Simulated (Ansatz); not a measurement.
# NbB2: further runs on the relaxed cell

The task here is to estimate one member of a computed series from the others.

The COD entry's cell or inner coordinates are ideal or old and differ from later refinements, so a difference from it is no clean test against experiment.

Computed with Ansatz 0.2.0 (DFT r2SCAN, scalar-relativistic, plane waves, PAW, unless a step's input says otherwise).

1 further run of the same task is left out (set aside as unsound or not needed).

### Starting point

Symmetry: P6/mmm, No. 191, hexagonal system. The conventional cell has a = 3.103 Å, b = 3.103 Å, c = 3.321 Å, α = 90.00°, β = 90.00°, γ = 120.00°. Around Nb (site symmetry 6/mmm) lie 12 B at 2.44 Å. B (site symmetry -6m2) is surrounded by 3 B at 1.79 Å and 6 Nb at 2.44 Å.

Coordinates:

```
CELL_PARAMETERS angstrom
3.10322 0.00000 0.00000
-1.55161 2.68747 0.00000
0.00000 0.00000 3.32093
ATOMIC_POSITIONS crystal
Nb 0.00000 0.00000 0.00000
B 0.33333 0.66667 0.50000
B 0.66667 0.33333 0.50000
```

This cell was relaxed beforehand with the same method: volume 9.23 Å³/atom, gap on the mesh none (metal).

The first run:

Contents of input.yaml:

```yaml
crystal:
  lattice:
    - [3.1032220646, 0.0, 0.0]
    - [-1.5516110323, 2.6874691415, 0.0]
    - [0.0, 0.0, 3.3209281647]
  atoms:
    - { symbol: Nb, position: [0.0, 0.0, 0.0] }
    - { symbol: B, position: [0.3333333333, 0.6666666667, 0.5] }
    - { symbol: B, position: [0.6666666667, 0.3333333333, 0.5] }
basis:
  ecutwfc: 500
kpoints:
  mp_grid: { grid: [18, 18, 12] }
  band_path:
    path:
      - [[0.0, 0.0, 0.0], [0.5, 0.0, 0.0], [0.33333333, 0.33333333, 0.0], [0.0, 0.0, 0.0], [0.0, 0.0, 0.5], [0.5, 0.0, 0.5], [0.33333333, 0.33333333, 0.5], [0.0, 0.0, 0.5]]
      - [[0.5, 0.0, 0.5], [0.5, 0.0, 0.0]]
      - [[0.33333333, 0.33333333, 0.5], [0.33333333, 0.33333333, 0.0]]
    npoints: 14
hamiltonian:
  xc: r2scan
scf:
  occupations: { method: gaussian, width: 0.1 }
  n_extra_bands: 7
output:
  forces: true
  stress: true
  eigenvalues: true
  populations: true
  dos: { projected: true, de: 0.02, nscf_kmesh: { grid: [27, 27, 18] } }
  bader: true
```

The run is started by

```console
ansatz run input.yaml --threads 1 --pin off --max-ram 2560MiB --backend cpu --events-out ev --progress --plain --runs-dir out
```

Among the steps run: Static run: bands, density of states and charges; Back to the database's cell; Point at V/V0 = 0.97; Volume × 1.03; The cell scaled to 0.94 of its volume; The cell scaled to 1.06 of its volume; Volume × 0.91; Volume × 1.10; The cell scaled to 0.88 of its volume.

One table of the session follows, with a row left open; its other results are not shown here.

It belongs to the step «Equation of state». 

```
volume (Å³/atom)  energy above the lowest point (meV/atom)  pressure (GPa)
           8.124                                     151.0           48.65
           8.401                                      80.3           33.57
           8.678                                         ?               ?
           8.955                                       8.0            9.53
           9.232                                       0.0           -0.01
           9.509                                       7.3           -8.20
           9.786                                      27.8          -15.24
          10.155                                      72.3          -23.09
```

**Question.** Estimate the row for volume (Å³/atom) = 8.678.

Worked estimate for «energy above the lowest point (meV/atom)». A straight line through the neighbours (8.401, 80.3) and (8.955, 8.0) gives 80.3 + (8.0 − 80.3) × (8.678 − 8.401) / (8.955 − 8.401) = 44.1; a parabola fitted to 4 rows on both sides gives 33.7.

As computed: energy above the lowest point (meV/atom): 33.8; pressure (GPa): 20.63. In «energy above the lowest point (meV/atom)» the line misses by +10.3 and the parabola by -0.1.
